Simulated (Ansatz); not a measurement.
# CsPbBr3: the cost of one run

Program: Ansatz 0.2.0. Level of theory: DFT LDA, scalar-relativistic, plane waves, PAW, and further levels as typed in the inputs. These are calculated values, not measurements.

### Step 1. The structure to begin with

It takes space group Pm-3m (No. 221, cubic). Conventional cell: a = 5.870 Å, b = 5.870 Å, c = 5.870 Å, α = 90.00°, β = 90.00°, γ = 90.00°. Cs (site symmetry m-3m) is surrounded by 12 Br at 4.15 Å. Pb (site symmetry m-3m) is surrounded by 6 Br at 2.94 Å. Br (site symmetry 4/mmm) has 2 Pb at 2.94 Å and 4 Cs at 4.15 Å as nearest neighbours.

Structure file:

```xyz
5
Lattice="5.8700 0.0000 0.0000 0.0000 5.8700 0.0000 0.0000 0.0000 5.8700" Properties=species:S:1:pos:R:3 pbc="T T T"
Cs    2.9350    2.9350    2.9350
Pb    0.0000    0.0000    0.0000
Br    2.9350    0.0000    0.0000
Br    0.0000    2.9350    0.0000
Br    0.0000    0.0000    2.9350
```

### Step 2. Relaxing cell and atoms: CsPbBr3, no spin

File input.yaml:

```yaml
crystal:
  lattice:
    - [5.87, 0.0, 0.0]
    - [0.0, 5.87, 0.0]
    - [0.0, 0.0, 5.87]
  atoms:
    - { symbol: Cs, position: [0.5, 0.5, 0.5] }
    - { symbol: Pb, position: [0.0, 0.0, 0.0] }
    - { symbol: Br, position: [0.5, 0.0, 0.0] }
    - { symbol: Br, position: [0.0, 0.5, 0.0] }
    - { symbol: Br, position: [0.0, 0.0, 0.5] }
scf:
  occupations: { method: fixed }
output:
  forces: true
  stress: true
  eigenvalues: true
  write_density: true
  write_potential: true
  elf: true
  volumetric_format: npy
hamiltonian:
  xc: lda
relax:
  f_tol: 0.005
  max_steps: 60
  cell: { stress_tol: 0.03 }
kpoints:
  mp_grid: { grid: [6, 6, 6] }
```

The run is started by

```console
$ ansatz run input.yaml --threads 8 --pin off --max-ram 16384MiB --backend cpu --events-out ev --progress --plain --runs-dir out
```

**Question.** How long does this run take on 8 threads of Intel Xeon Platinum 8488C (Sapphire Rapids), shared host, and how much memory does it need?

About 7.9 s, with a peak of 0.75 GiB.
